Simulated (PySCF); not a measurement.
# GeF₂: triplet, from a bent start

Aim: relax GeF₂ as a triplet from a bent start, check by its vibrations whether the end is a minimum, and collect its spectrum and constants.

Program: PySCF 2.14.0. Level of theory: PBE0, basis Ge def2-TZVP, F def2-TZVP, no relativity, density fitting. These are calculated values, not measurements.

### Step 1. The system as given

3 atoms, charge 0, spin multiplicity 3.

Bond lengths: Ge1–F2 1.850 Å, Ge1–F3 1.850 Å. Angles: F2–Ge1–F3 110.0°.

Coordinates in bohr (charge 0 multiplicity 3):
```
Ge    0.0000    0.0000    0.0000
F     2.8637    0.0000    2.0052
F    -2.8637    0.0000    2.0052
```

### Step 2. First SCF at the start

The steps below are one call of a driver around PySCF. For each, scf.py gives the equivalent set-up of the SCF; relaxations use the driver's own optimiser. After this first run the driver tries any further starts and a stability analysis.

File scf.py:

```python
from pyscf import gto, scf, dft
mol = gto.M(atom='''
Ge     0.000000     0.000000     0.000000
F      1.515400     0.000000     1.061100
F     -1.515400     0.000000     1.061100''',
    basis={'Ge': 'def2-TZVP', 'F': 'def2-TZVP'},
    charge=0, spin=2)
mf = dft.UKS(mol, xc='PBE0')
mf.grids.atom_grid = (50, 194)
aux = {'Ge': 'def2-universal-JKFIT', 'F': 'def2-universal-JKFIT'}
mf = mf.density_fit(auxbasis=aux)
mf.conv_tol = 1e-08
mf.diis_space = 10
mf.max_cycle = 60
mf.init_guess = 'minao'
mf.verbose = 4
mf.kernel()
```

Run with:

```console
OMP_NUM_THREADS=4 python axn.py task.json out
```

Standard output:

```text
init E= -2275.60780276646
[... the frontier-level lines of each cycle are left out ...]
cycle= 1 E= -2276.097203998  delta_E= -0.489  |g|= 0.747  |ddm|= 1.33
cycle= 2 E= -2275.38227603917  delta_E= 0.715  |g|= 1.65  |ddm|= 1.31
cycle= 3 E= -2276.2647970782  delta_E= -0.883  |g|= 0.16  |ddm|=  0.9
cycle= 4 E= -2276.27000964117  delta_E= -0.00521  |g|= 0.0597  |ddm|= 0.0954
cycle= 5 E= -2276.2709471656  delta_E= -0.000938  |g|= 0.00687  |ddm|= 0.0308
cycle= 6 E= -2276.27098265168  delta_E= -3.55e-05  |g|= 0.00229  |ddm|= 0.00901
cycle= 7 E= -2276.27098627346  delta_E= -3.62e-06  |g|= 0.000655  |ddm|= 0.00279
cycle= 8 E= -2276.27098668754  delta_E= -4.14e-07  |g|= 0.000191  |ddm|= 0.0011
cycle= 9 E= -2276.27098673307  delta_E= -4.55e-08  |g|= 4.25e-05  |ddm|= 0.000405
cycle= 10 E= -2276.27098673511  delta_E= -2.04e-09  |g|= 1.04e-05  |ddm|= 8.55e-05
Extra cycle  E= -2276.27098673517  delta_E= -5.64e-11  |g|= 9.53e-06  |ddm|= 1.17e-05
converged SCF energy = -2276.27098673517  <S^2> = 2.0052413  2S+1 = 3.0034921
```

This step, with its further starts and checks, took 14 s on 4 threads of Arm Neoverse V1, shared host.

The starts that the driver tried:

| start | energy (Eh) |
| --- | --- |
| the minimal-basis guess | -2276.270987 |
| a thermally smeared density | -2276.270987 |
| a smeared PBE density | -2276.270987 |

The test of internal stability and the other starts found no lower solution of this spin.

### Step 3. Bent start, triplet: relaxation

The program finds C2v symmetry in the start, which this walk keeps. The walk stops when the largest gradient is under 0.0003 Eh/bohr and the energy has settled too.

Changes to scf.py since step 2:

```diff
@@ -3,3 +3,3 @@
-Ge     0.000000     0.000000     0.000000
-F      1.515400     0.000000     1.061100
-F     -1.515400     0.000000     1.061100''',
+Ge     0.000000     0.000000    -0.360250
+F      1.515400     0.000000     0.700850
+F     -1.515400     0.000000     0.700850''',
@@ -15 +14,0 @@
-mf.init_guess = 'minao'
```

Energy and gradient, step by step:

| step | energy (Eh) | change (kJ/mol) | largest symmetric gradient (Eh/bohr) |
| --- | --- | --- | --- |
| 0 | -2276.270987 | 0.00 | 0.05109 |
| 1 | -2276.281068 | -26.47 | 0.00084 |
| 2 | -2276.281080 | -26.50 | 0.00025 |
| 3 | -2276.281081 | -26.50 | 0.00006 |

The walk took 7.2 s.

Positions (Å) and forces (eV/Å) along the way:

```
step 0
Ge   0.000   0.000  -0.360   0.000   0.000   2.627
F    1.515   0.000   0.701  -1.681   0.000  -1.313
F   -1.515   0.000   0.701   1.681   0.000  -1.313
step 1
Ge   0.000   0.000  -0.277   0.000   0.000  -0.043
F    1.464   0.000   0.659  -0.011   0.000   0.022
F   -1.464   0.000   0.659   0.011   0.000   0.022
step 2
Ge   0.000   0.000  -0.284   0.000   0.000  -0.013
F    1.457   0.000   0.663   0.003   0.000   0.006
F   -1.457   0.000   0.663  -0.003   0.000   0.006
step 3
Ge   0.000   0.000  -0.285   0.000   0.000   0.003
F    1.456   0.000   0.663  -0.002   0.000  -0.002
F   -1.456   0.000   0.663   0.002   0.000  -0.002
```

It settles in C2v symmetry, 26.5 kJ/mol below the start, after 3 steps: Ge–F 1.738 Å (×2); F–Ge–F 113.8°.

### Step 4. Hessian and properties

The point is checked on the finer grid, and tightened if its gradient asks for it. The Hessian and the dipole derivatives come from central differences of analytic gradients, with steps of 0.02 bohr.

Changes to scf.py since step 3:

```diff
@@ -3,3 +3,3 @@
-Ge     0.000000     0.000000    -0.360250
-F      1.515400     0.000000     0.700850
-F     -1.515400     0.000000     0.700850''',
+Ge     0.000000     0.000000    -0.322599
+F      1.455807     0.000000     0.626933
+F     -1.455807     0.000000     0.626933''',
@@ -9 +9 @@
-mf.grids.atom_grid = (50, 194)
+mf.grids.atom_grid = (75, 302)
@@ -12 +12 @@
-mf.conv_tol = 1e-08
+mf.conv_tol = 1e-10
```

The driver hands on the density of the step before, so the log starts near convergence.

Log of the central SCF (cycles and frontier levels):

```text
init E= -2276.2812625554
[... the frontier-level lines of each cycle are left out ...]
cycle= 1 E= -2276.28126255539  delta_E= 9.09e-12  |g|= 8.13e-07  |ddm|= 6.8e-07
Extra cycle  E= -2276.28126255539  delta_E= -2.73e-12  |g|= 8.91e-07  |ddm|= 6.43e-07
converged SCF energy = -2276.28126255539  <S^2> = 2.0031556  2S+1 = 3.002103
```

The whole step took 24 s.

Geometry: C2v; Ge–F 1.738 Å (×2); F–Ge–F 113.8°.

Modes, for the most abundant isotopes:

```csv
symmetry,ω (cm⁻¹),IR (km/mol),μ (u),type
a1,186,10.5,22.25,bend
a1,664,35.6,21.26,stretch
b2,701,91.9,23.66,stretch
```

No imaginary mode, so this is a minimum.

Properties at this point:

```yaml
Dipole_moment: 1.89 D
Highest_occupied_level: -5.41 eV
Lowest_empty_level: -5.88 eV
Rotational_constants: 0.745, 0.2093, 0.1634 cm⁻¹
Zero-point_energy: 9.3 kJ/mol
Principal_polarisabilities: 27.4, 27.4, 32.1 bohr³
Atomisation_energy_without_zero-point_energy: 719 kJ/mol
Principal_traceless_quadrupole_moments_about_the_centre_of_mass: -3.82, 0.45, 3.37 D Å
Entropy_at_298.15_K_and_1_bar_electronic_part_spin_only: 282.3 J/(mol K)
Heat_capacity_Cp_at_298.15_K: 48.3 J/(mol K)
Enthalpy_at_298.15_K_above_0_K: 12.08 kJ/mol
Rotational_symmetry_number: 2
Spin_squared_⟨S²⟩: 2.003
```

Populations by atom (charges in e):

```csv
atom,Mulliken,Löwdin,polar tensor,spin (Mulliken),Mayer order to Ge1
Ge1,0.61,0.26,0.96,1.70,–
"F2,3",-0.31,-0.13,-0.48,0.15,1.00
```

Outer orbital energies (eV). α occupied: -16.51, -14.16, -12.99, -12.93, -12.47, -12.22, -10.18, -5.41; empty: -0.46, -0.02, 5.31, 5.32. β occupied: -32.66, -32.26, -15.34, -13.17, -12.55, -12.44, -12.05, -12.01; empty: -5.88, -1.19, 0.70, 1.17.

Mulliken populations on Ge1: s 7.31, p 13.76, d 10.25, f 0.08.

### Step 5. What came out

| quantity | value |
| --- | --- |
| minimum | triplet, C2v |
| geometry | Ge–F 1.738 Å (×2); F–Ge–F 113.8° |
| wavenumbers (cm⁻¹) | 186 (a1), 664 (a1), 701 (b2) |
| dipole moment | 1.89 D |
| highest occupied, lowest empty level (either spin) | -5.41, -5.88 eV |
| polar-tensor charge of Ge1 | +0.96 e |
| zero-point energy | 9.3 kJ/mol |
| entropy at 298.15 K | 282.3 J/(mol K) |
| atomisation energy (no zero-point energy) | 719 kJ/mol |
| ⟨S²⟩ | 2.003 |

**Reading.** The bent start keeps its C2v symmetry and ends in a minimum. An empty level of one spin lies below a filled level of the other, which hints that a lower spin is more stable. The strongest infrared band lies at 701 cm⁻¹ (b2, stretch). Most of the spin sits on Ge1 (Mulliken spin 1.70, against 2 for the whole molecule). Other starts or spin states, not run here, may lie lower.

The search up to here took 46 s.
